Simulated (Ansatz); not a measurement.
# Y5Ge3C: the cost of one run

Computed with Ansatz 0.2.0 (DFT, PBE, plane-wave PAW, default files, scalar-relativistic, as far as a step names no other, unless a step's input says otherwise).

## Step 1: The system as given

Symmetry: P6_3/mcm, No. 193, hexagonal system. The conventional cell has a = 8.488 Å, b = 8.488 Å, c = 6.505 Å, α = 90.00°, β = 90.00°, γ = 120.00°. Y (site symmetry 32) has 6 Ge at 3.04 Å and 2 Y at 3.25 Å as nearest neighbours. Y (site symmetry m2m) is surrounded by 2 C at 2.48 Å. Ge (site symmetry m2m) has 7 Y at 3.01 to 3.14 Å as nearest neighbours. C (site symmetry -3m) is surrounded by 6 Y at 2.48 Å.

Structure file:

```cif
data_structure
_symmetry_space_group_name_H-M 'P 1'
_symmetry_Int_Tables_number 1
_cell_length_a 8.4879
_cell_length_b 8.4879
_cell_length_c 6.5054
_cell_angle_alpha 90.000
_cell_angle_beta 90.000
_cell_angle_gamma 120.000
_cell_volume 405.89
loop_
_atom_site_label
_atom_site_type_symbol
_atom_site_fract_x
_atom_site_fract_y
_atom_site_fract_z
_atom_site_occupancy
Y1 Y 0.66667 0.33333 0.50000 1
Y2 Y 0.33333 0.66667 0.50000 1
Y3 Y 0.33333 0.66667 0.00000 1
Y4 Y 0.66667 0.33333 0.00000 1
Y5 Y 0.77906 0.77906 0.25000 1
Y6 Y 0.22094 0.00000 0.25000 1
Y7 Y 0.00000 0.22094 0.25000 1
Y8 Y 0.22094 0.22094 0.75000 1
Y9 Y 0.77906 0.00000 0.75000 1
Y10 Y 0.00000 0.77906 0.75000 1
Ge1 Ge 0.40932 0.40932 0.25000 1
Ge2 Ge 0.59068 0.00000 0.25000 1
Ge3 Ge 0.00000 0.59068 0.25000 1
Ge4 Ge 0.59068 0.59068 0.75000 1
Ge5 Ge 0.40932 0.00000 0.75000 1
Ge6 Ge 0.00000 0.40932 0.75000 1
C1 C 0.00000 0.00000 0.50000 1
C2 C 0.00000 0.00000 0.00000 1
```

## Step 2: First run, atoms as given

input.yaml reads:

```yaml
crystal:
  lattice:
    - [8.4879174956, 0.0, 0.0]
    - [-4.2439587478, 7.3507521764, 0.0]
    - [0.0, 0.0, 6.50542078]
  atoms:
    - { symbol: "Y", position: [0.6666666667, 0.3333333333, 0.5] }
    - { symbol: "Y", position: [0.3333333333, 0.6666666667, 0.5] }
    - { symbol: "Y", position: [0.3333333333, 0.6666666667, 0.0] }
    - { symbol: "Y", position: [0.6666666667, 0.3333333333, 0.0] }
    - { symbol: "Y", position: [0.77905545, 0.77905545, 0.25] }
    - { symbol: "Y", position: [0.22094455, 0.0, 0.25] }
    - { symbol: "Y", position: [0.0, 0.22094455, 0.25] }
    - { symbol: "Y", position: [0.22094455, 0.22094455, 0.75] }
    - { symbol: "Y", position: [0.77905545, 0.0, 0.75] }
    - { symbol: "Y", position: [0.0, 0.77905545, 0.75] }
    - { symbol: Ge, position: [0.40932123, 0.40932123, 0.25] }
    - { symbol: Ge, position: [0.59067877, 0.0, 0.25] }
    - { symbol: Ge, position: [0.0, 0.59067877, 0.25] }
    - { symbol: Ge, position: [0.59067877, 0.59067877, 0.75] }
    - { symbol: Ge, position: [0.40932123, 0.0, 0.75] }
    - { symbol: Ge, position: [0.0, 0.40932123, 0.75] }
    - { symbol: C, position: [0.0, 0.0, 0.5] }
    - { symbol: C, position: [0.0, 0.0, 0.0] }
kpoints:
  mp_grid: { grid: [5, 5, 5] }
scf:
  occupations: { method: fermi_dirac, width: 0.05 }
hamiltonian:
  xc: pbe
  pseudopotentials: { kind: paw }
output:
  forces: true
  stress: true
  populations: true
  efg: { quadrupole_moments_barn: { Ge: -0.196 }, contact_densities: true }
```

Launch:

```bash
ansatz run input.yaml --threads 1 --pin off --max-ram 2560MiB --backend cpu --events-out ev --progress --plain --runs-dir out
```

**Question.** How long does this run take on 1 thread of Arm Neoverse V1, shared host, and how much memory does it need?

About 69 s, with a peak of 0.99 GiB.
